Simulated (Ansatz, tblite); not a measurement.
# Cyclo-(Me2SnS)3 (C₆H₁₈S₃Sn₃): one state, many levels

Aim: run the singlet of cyclo-(Me2SnS)3 (C₆H₁₈S₃Sn₃) at one geometry on many levels, and compare frontier levels, spin and run time.

Method: as each input shows; program: Ansatz 0.2.0, Gaussian basis.

The runs, in order: GFN1-xTB, GFN2-xTB, PBE-D4/def2-TZVP, r2SCAN-D4/def2-TZVP, B97M-V/def2-TZVP, LDA/def2-TZVP, PBE-QIDH/def2-TZVP, LC-ωPBE(0.10)/def2-SVP, LC-ωPBE(0.15)/def2-SVP, LC-ωPBE(0.20)/def2-SVP, LC-ωPBE(0.30)/def2-SVP, PBE-D4/def2-SVP, PBE0-D4/def2-SVP, CCSD(T)/def2-SVP, MP2/def2-TZVP, RPA/def2-TZVP.

2 further runs of the same task are left out: 1 that didn't finish, 1 set aside as unsound or not needed.

## (1) The structure

The geometry is that of the singlet, from an earlier relaxation (PBE-D4/def2-SVP).

30 atoms, charge 0, spin multiplicity 1.

Bond lengths: Sn1–C2 2.168 Å, Sn1–C3 2.166 Å, Sn1–S4 2.455 Å, Sn1–S12 2.463 Å, C2–H13 1.107 Å, C2–H14 1.106 Å, C2–H15 1.107 Å, C3–H16 1.107 Å, C3–H17 1.107 Å, C3–H18 1.106 Å, S4–Sn5 2.454 Å, Sn5–C6 2.168 Å, Sn5–C7 2.166 Å, Sn5–S8 2.463 Å, C6–H19 1.107 Å, C6–H20 1.106 Å, C6–H21 1.107 Å, C7–H22 1.107 Å and more. Angles: C2–Sn1–C3 115.1°, C2–Sn1–S4 110.2°, C2–Sn1–S12 110.7°, C3–Sn1–S4 105.7°, C3–Sn1–S12 104.9°, S4–Sn1–S12 110.0°, Sn1–C2–H13 109.6°, Sn1–C2–H14 107.9°, Sn1–C2–H15 108.8°, H13–C2–H14 110.8°, H13–C2–H15 109.9°, H14–C2–H15 109.9°, Sn1–C3–H16 109.5°, Sn1–C3–H17 109.3°, Sn1–C3–H18 108.8°, H16–C3–H17 109.9°, H16–C3–H18 109.8°, H17–C3–H18 109.6° and more.

Sn takes a core potential in the def2 sets. No spin-orbit coupling is included.

PBE0-D4/def2-TZVP was run before; its log isn't repeated, and its numbers join the tables.

## (2) GFN1-xTB

Tight binding, by tblite at 300 K electronic temperature and without a spin-polarisation term:

```python
tblite.interface.Calculator('GFN1-xTB', numbers, positions, charge=0, uhf=0).singlepoint()
```

Energy -1117.7485 eV, HOMO -10.79 eV, LUMO -7.45 eV; 0.064 s.

## (3) GFN2-xTB

Tight binding, by tblite at 300 K electronic temperature and without a spin-polarisation term:

```python
tblite.interface.Calculator('GFN2-xTB', numbers, positions, charge=0, uhf=0).singlepoint()
```

Energy -1037.6605 eV, HOMO -10.04 eV, LUMO -7.78 eV; 0.057 s.

## (4) PBE-D4/def2-TZVP

start.molden holds the orbitals of an earlier run on this state, given as this run's starting guess.

in.yaml reads:

```yaml
crystal:
  periodic: [false, false, false]
  atoms:
    - {symbol: Sn, position_ang: [-1.842685, 0.746179, 1.148608]}
    - {symbol: C, position_ang: [-1.174268, 2.776591, 0.787871]}
    - {symbol: C, position_ang: [-3.873946, 0.562630, 1.878849]}
    - {symbol: S, position_ang: [-0.427278, -0.323409, 2.845183]}
    - {symbol: Sn, position_ang: [1.451576, -1.025484, 1.430751]}
    - {symbol: C, position_ang: [0.979724, -2.894686, 0.438794]}
    - {symbol: C, position_ang: [3.183817, -1.080670, 2.730268]}
    - {symbol: S, position_ang: [1.948922, 0.728401, -0.225178]}
    - {symbol: Sn, position_ang: [0.289233, 0.219057, -1.960542]}
    - {symbol: C, position_ang: [-0.019187, 2.090989, -3.010063]}
    - {symbol: C, position_ang: [0.965771, -1.418425, -3.213817]}
    - {symbol: S, position_ang: [-1.797458, -0.567506, -0.934648]}
    - {symbol: H, position_ang: [-1.755344, 3.215439, -0.045912]}
    - {symbol: H, position_ang: [-0.096897, 2.740139, 0.539042]}
    - {symbol: H, position_ang: [-1.328383, 3.371144, 1.708839]}
    - {symbol: H, position_ang: [-4.568147, 1.044388, 1.164180]}
    - {symbol: H, position_ang: [-3.953043, 1.052345, 2.868362]}
    - {symbol: H, position_ang: [-4.122779, -0.510381, 1.976064]}
    - {symbol: H, position_ang: [1.755627, -3.118100, -0.318354]}
    - {symbol: H, position_ang: [-0.011249, -2.781758, -0.040005]}
    - {symbol: H, position_ang: [0.945206, -3.703048, 1.194310]}
    - {symbol: H, position_ang: [3.001550, -1.795768, 3.555270]}
    - {symbol: H, position_ang: [4.070735, -1.395946, 2.148279]}
    - {symbol: H, position_ang: [3.349785, -0.069749, 3.146426]}
    - {symbol: H, position_ang: [-0.818727, 1.959557, -3.763986]}
    - {symbol: H, position_ang: [-0.317831, 2.865221, -2.279464]}
    - {symbol: H, position_ang: [0.921718, 2.393980, -3.508380]}
    - {symbol: H, position_ang: [2.067190, -1.364417, -3.306317]}
    - {symbol: H, position_ang: [0.500152, -1.342411, -4.215228]}
    - {symbol: H, position_ang: [0.676214, -2.374294, -2.739241]}
basis:
  gaussian: {orbitals: def2-TZVP, fitting: {mean_field: def2-universal-jkfit}, initial_orbitals: start.molden}
hamiltonian: {xc: pbe, dispersion: d4}
scf: {omitted_lower_state_checks: [starts]}
output: {orbitals: {seedname: orbitals}}
```

Launch:

```
$ ansatz run in.yaml --threads 2 --pin off --events-out ev --progress --plain --max-ram 32768MiB --backend cuda --devices 0, --max-vram 18GiB
```

After this run come: r2SCAN-D4/def2-TZVP; B97M-V/def2-TZVP; LDA/def2-TZVP; PBE-QIDH/def2-TZVP; LC-ωPBE(0.10)/def2-SVP; LC-ωPBE(0.15)/def2-SVP; LC-ωPBE(0.20)/def2-SVP; LC-ωPBE(0.30)/def2-SVP; PBE-D4/def2-SVP; PBE0-D4/def2-SVP; CCSD(T)/def2-SVP; MP2/def2-TZVP; RPA/def2-TZVP.

Q: Predict the results of all the runs planned. Wanted: gap in def2-TZVP, named functionals, smallest and largest; gap over the ω; correlation energy, CCSD(T)/def2-SVP; correlation energy, MP2/def2-TZVP; binding an atom, CCSD(T)/def2-SVP; PBE0 total energy, smallest basis above largest.

The runs gave:

```
                                                 quantity                             value
gap in def2-TZVP, named functionals, smallest and largest  3.71 eV (LDA), 5.87 eV (PBE0-D4)
                                  gap over the ω (1/bohr)    6.68 eV at 0.1, 9.85 eV at 0.3
                     correlation energy, CCSD(T)/def2-SVP                         -48.91 eV
                        correlation energy, MP2/def2-TZVP                         -68.77 eV
                        binding an atom, CCSD(T)/def2-SVP                          3.487 eV
          PBE0 total energy, smallest basis above largest    19.04 eV (def2-SVP, def2-TZVP)
```

In words: Over the named functionals in def2-TZVP the gap runs from 3.71 eV (LDA) to 5.87 eV (PBE0-D4); exact exchange widens it. Raising the ω (1/bohr) from 0.1 to 0.3 moves the HOMO by -1.88 eV and the LUMO by +1.29 eV. The functionals in def2-TZVP miss CCSD(T)/def2-SVP by +0.219 (r2SCAN-D4) to +0.700 eV (LDA) an atom. The yardstick is in a double-zeta basis, so levels in larger sets aren't compared like for like. CCSD(T)/def2-SVP isn't at the basis-set limit; small misses against it rank nothing.
